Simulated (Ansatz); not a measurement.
# CrB4: the cost of one run

Program: Ansatz 0.2.0. Level of theory: DFT PBEsol, scalar-relativistic, plane waves, PAW. These are calculated values, not measurements.

### 1 The system as given

The structure is orthorhombic, space group Pnnm (No. 58). The conventional cell has a = 4.720 Å, b = 5.469 Å, c = 2.850 Å, α = 90.00°, β = 90.00°, γ = 90.00°. Cr (site symmetry 2/m) has 12 B at 2.05 to 2.25 Å as nearest neighbours. Around B (site symmetry m) lie 5 B at 1.73 to 2.13 Å and 3 Cr at 2.15 to 2.25 Å. B (site symmetry m) is surrounded by 4 B at 1.73 to 1.85 Å and 3 Cr at 2.05 to 2.17 Å.

As a file:

```
Cr B
1.0
     4.71951    0.00000    0.00000
     0.00000    5.46930    0.00000
     0.00000    0.00000    2.84979
Cr B
2 8
Direct
  0.50000 0.50000 0.50000
  0.00000 0.00000 0.00000
  0.66479 0.86669 0.50000
  0.33521 0.13331 0.50000
  0.16479 0.63331 0.00000
  0.83521 0.36669 0.00000
  0.72376 0.17911 0.50000
  0.27624 0.82089 0.50000
  0.22376 0.32089 0.00000
  0.77624 0.67911 0.00000
```

It goes back to an entry of the Materials Project, which need not be the stable form.

It is the result of an earlier relaxation at this level (volume 7.36 Å³/atom; gap on the mesh: none (metal)).

### 2 The cell under PBEsol

Input file input.yaml:

```yaml
crystal:
  lattice:
    - [4.719512104, 0.0, 0.0]
    - [0.0, 5.469299642, 0.0]
    - [0.0, 0.0, 2.849793647]
  atoms:
    - { symbol: Cr, position: [0.5, 0.5, 0.5] }
    - { symbol: Cr, position: [0.0, 0.0, 0.0] }
    - { symbol: B, position: [0.6647891417, 0.8666942322, 0.5] }
    - { symbol: B, position: [0.3352108583, 0.1333057678, 0.5] }
    - { symbol: B, position: [0.1647891417, 0.6333057678, 0.0] }
    - { symbol: B, position: [0.8352108583, 0.3666942322, 0.0] }
    - { symbol: B, position: [0.7237594832, 0.1791149525, 0.5] }
    - { symbol: B, position: [0.2762405168, 0.8208850475, 0.5] }
    - { symbol: B, position: [0.2237594832, 0.3208850475, 0.0] }
    - { symbol: B, position: [0.7762405168, 0.6791149525, 0.0] }
basis:
  ecutwfc: 420
kpoints:
  mp_grid: { grid: [8, 8, 12] }
hamiltonian:
  xc: pbesol
scf:
  occupations: { method: gaussian, width: 0.1 }
output:
  forces: true
  stress: true
  eigenvalues: true
relax:
  adjacent_minimum: "off"
  f_tol: 0.005
  max_steps: 50
  cell: { stress_tol: 0.05 }
```

Command:

```console
$ ansatz run input.yaml --threads 2 --pin off --max-ram 5120MiB --backend cpu --events-out ev --progress --plain --runs-dir out
```

What time and memory should one allow on 2 threads of Arm Neoverse V1, shared host?

About 2.3 min, with a peak of 0.62 GiB.
